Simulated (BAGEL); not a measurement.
**HF/STO-3G (density fitting with qzvpp-jkfit) run of SiHSClF2 (SMILES F[Si](F)(S)Cl)**

What is the vertical ionisation energy of SiHSClF2 at HF/STO-3G (density fitting with qzvpp-jkfit)? 

The calculation is run with BAGEL 1.2.2.

5 further runs of the same task are left out: 1 that didn't finish, 4 set aside as unsound or not needed. Runs told in other sessions of the task aren't counted.

## 1. The structure to begin with

The species is SiHSClF2 (6 atoms), meant as a singlet with charge 0. SMILES: `F[Si](F)(S)Cl`. Geometry: relaxed at PBE0-D4/def2-TZVP. This is one conformer, not always the lowest.

Bond lengths: F1–Si2 1.577 Å, Si2–F3 1.575 Å, Si2–S4 2.095 Å, Si2–Cl5 2.020 Å, S4–H6 1.345 Å. Angles: F1–Si2–F3 107.6°, F1–Si2–S4 112.3°, F1–Si2–Cl5 106.7°, F3–Si2–S4 106.6°, F3–Si2–Cl5 109.4°, S4–Si2–Cl5 114.0°, Si2–S4–H6 92.5°.

## 2. A single-point energy at HF/STO-3G (density fitting with qzvpp-jkfit)

File input.json:

```json
{ "bagel" : [

{
  "title" : "molecule",
  "basis" : "sto-3g",
  "df_basis" : "qzvpp-jkfit",
  "angstrom" : true,
  "geometry" : [
    { "atom" : "F", "xyz" : [       0.963400,      -0.052900,       1.442800 ] },
    { "atom" : "Si", "xyz" : [       0.337800,      -0.341700,       0.024100 ] },
    { "atom" : "F", "xyz" : [       0.460600,      -1.889100,      -0.244500 ] },
    { "atom" : "S", "xyz" : [      -1.704700,       0.119100,      -0.051300 ] },
    { "atom" : "Cl", "xyz" : [       1.458000,       0.665600,      -1.322100 ] },
    { "atom" : "H", "xyz" : [      -1.473100,       1.435000,       0.104800 ] }
  ]
},

{ "title" : "hf" },

{ "title" : "print", "file" : "orbitals.molden", "orbitals" : true }

]}
```

Started as:

```
$ BAGEL_NUM_THREADS=1 BAGEL input.json > input.out
```

Standard output:

```text
* using 1 threads per process

  ===============================================================
  ===============================================================

  *** Geometry ***

  { "atom" : "F", "xyz" : [      1.820562,     -0.099967,      2.726497 ] },
  { "atom" : "Si", "xyz" : [      0.638349,     -0.645719,      0.045542 ] },
  { "atom" : "F", "xyz" : [      0.870408,     -3.569882,     -0.462038 ] },
  { "atom" : "S", "xyz" : [     -3.221416,      0.225066,     -0.096943 ] },
  { "atom" : "Cl", "xyz" : [      2.755221,      1.257802,     -2.498407 ] },
  { "atom" : "H", "xyz" : [     -2.783756,      2.711757,      0.198043 ] },

  Number of auxiliary basis functions:      556

  Since a DF basis is specified, we compute 2- and 3-index integrals:
    o Being stored without compression. Storage requirement is 0.006 GB

  Number of basis functions:       38
  Number of electrons      :       66

    * METHOD: MOLECULE                             0.16

  *** RHF ***

  === Nuclear Repulsion ===
   382.7336711330

      * DIIS with orbital gradients will be used.

  === RHF iteration (sto-3g) ===
      0      -1330.00249306          0.01471075           0.03
      1      -1330.13502543          0.00284948           0.03
      2      -1330.13973564          0.00058716           0.03
      3      -1330.14016140          0.00011394           0.03
      4      -1330.14017786          0.00001763           0.03
      5      -1330.14017816          0.00000291           0.03
      6      -1330.14017817          0.00000078           0.03
      7      -1330.14017817          0.00000024           0.03
      8      -1330.14017817          0.00000006           0.03
      9      -1330.14017817          0.00000001           0.03
     10      -1330.14017817          0.00000000           0.03
    * SCF iteration converged.

    * Permanent dipole moment:
           (    0.531994,    -0.075605,    -0.460149) a.u.

    * METHOD: HF                                   0.42

    * METHOD: PRINT                                0.00

  ===============================================================
```

Run time: 0.74 s. Hardware: 1 thread of Intel Xeon 6975P-C (Granite Rapids), shared host; peak memory 0.086 GiB.

## 3. The doublet cation, same level

File input.json:

```json
{ "bagel": [

{
  "title": "molecule",
  "basis": "sto-3g",
  "df_basis": "qzvpp-jkfit",
  "angstrom": true,
  "geometry": [
    { "atom": "F", "xyz": [       0.963400,      -0.052900,       1.442800 ] },
    { "atom": "Si", "xyz": [       0.337800,      -0.341700,       0.024100 ] },
    { "atom": "F", "xyz": [       0.460600,      -1.889100,      -0.244500 ] },
    { "atom": "S", "xyz": [      -1.704700,       0.119100,      -0.051300 ] },
    { "atom": "Cl", "xyz": [       1.458000,       0.665600,      -1.322100 ] },
    { "atom": "H", "xyz": [      -1.473100,       1.435000,       0.104800 ] }
  ]
},

{
  "title": "uhf",
  "charge": 1,
  "nopen": 1
},

{
  "title": "print",
  "file": "orbitals.molden",
  "orbitals": true
}

]}
```

Started as:

```
$ BAGEL_NUM_THREADS=1 BAGEL input.json > input.out
```

Standard output:

```text
* using 1 threads per process

  ===============================================================
  ===============================================================

  *** Geometry ***

  { "atom" : "F", "xyz" : [      1.820562,     -0.099967,      2.726497 ] },
  { "atom" : "Si", "xyz" : [      0.638349,     -0.645719,      0.045542 ] },
  { "atom" : "F", "xyz" : [      0.870408,     -3.569882,     -0.462038 ] },
  { "atom" : "S", "xyz" : [     -3.221416,      0.225066,     -0.096943 ] },
  { "atom" : "Cl", "xyz" : [      2.755221,      1.257802,     -2.498407 ] },
  { "atom" : "H", "xyz" : [     -2.783756,      2.711757,      0.198043 ] },

  Number of auxiliary basis functions:      556

  Since a DF basis is specified, we compute 2- and 3-index integrals:
    o Being stored without compression. Storage requirement is 0.006 GB

  Number of basis functions:       38
  Number of electrons      :       66

    * METHOD: MOLECULE                             0.16

  *** Open-shell HF ***

  === Nuclear Repulsion ===
   382.7336711330

      * DIIS with orbital gradients will be used.

  === UHF iteration (sto-3g) ===
      0      -1329.69704425          0.03131972           0.06
      1      -1329.86514692          0.00755036           0.06
      2      -1329.87352828          0.00196397           0.06
      3      -1329.87435556          0.00066774           0.06
      4      -1329.87458045          0.00007159           0.06
      5      -1329.87459737          0.00001219           0.06
      6      -1329.87460179          0.00000468           0.06
      7      -1329.87460376          0.00000282           0.06
      8      -1329.87460464          0.00000192           0.06
      9      -1329.87460490          0.00000106           0.06
     10      -1329.87460484          0.00000055           0.06
     11      -1329.87460488          0.00000027           0.06
     12      -1329.87460490          0.00000009           0.06
     13      -1329.87460490          0.00000003           0.06
     14      -1329.87460490          0.00000001           0.06
     15      -1329.87460490          0.00000001           0.06
    * SCF iteration converged.

    * S^2 (UHF) is 0.7562

    * Permanent dipole moment:
           (    2.712945,    -0.704924,    -0.616782) a.u.

    * METHOD: UHF                                  1.04

    * METHOD: PRINT                                0.00

  ===============================================================
```

It took 1.4 s on 1 thread of Intel Xeon 6975P-C (Granite Rapids), shared host; peak memory 0.085 GiB.

## 4. Outcome

At HF/STO-3G (density fitting with qzvpp-jkfit):

| quantity | value |
| --- | --- |
| singlet SiHSClF2: total energy | -1330.14018 Eh |
| singlet SiHSClF2: dipole moment | 1.80 D |
| singlet SiHSClF2: HOMO energy | -8.55 eV |
| singlet SiHSClF2: LUMO energy | 8.25 eV |
| singlet SiHSClF2: HOMO–LUMO gap | 16.81 eV |
| doublet cation: total energy | -1329.87460 Eh |
| doublet cation: ⟨S²⟩ | 0.756 |
| vertical ionisation energy (to the doublet cation) | 7.227 eV |

Removing an electron at fixed nuclei costs 7.23 eV (167 kcal/mol). −ε(HOMO) before ionisation, 8.55 eV, is 1.33 eV above this ionisation energy. In a minimal basis such a difference can be off by several eV, whatever the method.
